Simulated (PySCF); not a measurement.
# CH₁₁PSi₃: magnetic properties

Computed with PySCF 2.14.0 and routines of our own; the level stands in each step. Atoms count from 0.

### 1 The starting structure

16 atoms, charge 0, multiplicity 1; geometry from: GFN2-xTB.

### 2 Geometry optimisation at PBE0-D3(BJ)/def2-SVP

What the job is given:

```
{"job": {"xc": "PBE0", "basis": "def2-SVP", "d3": "d3bj", "grid": 1, "kind": "geom"}, "charge": 0, "multiplicity": 1}
Si    -2.069845    -0.633645    -0.157694
C     -0.787550    -0.201037     1.179649
Si     0.880550     0.540778     0.586297
Si     2.142889    -0.972631    -0.645774
P      0.581402     2.476289    -0.531442
H     -2.422709     0.569487    -0.915897
H     -1.510618    -1.642751    -1.059881
H     -3.278529    -1.156420     0.484805
H     -1.247243     0.501175     1.877613
H     -0.569830    -1.099799     1.757826
H      1.581803     0.998059     1.807570
H      1.429207    -1.512930    -1.807004
H      3.386151    -0.388514    -1.151096
H      2.521590    -2.118047     0.185365
H     -0.652133     2.757620     0.021812
H      0.007264     1.891311    -1.643558
```

Launch:

```console
$ OMP_NUM_THREADS=1 python excited_run.py task.json out
```

The driver reads the jobs from task.json and runs them one after another.

Q: Estimate the wall time and peak memory of this first job on 1 thread of Arm Neoverse V1, shared host.

About 87 s, with a peak of 0.61 GiB.
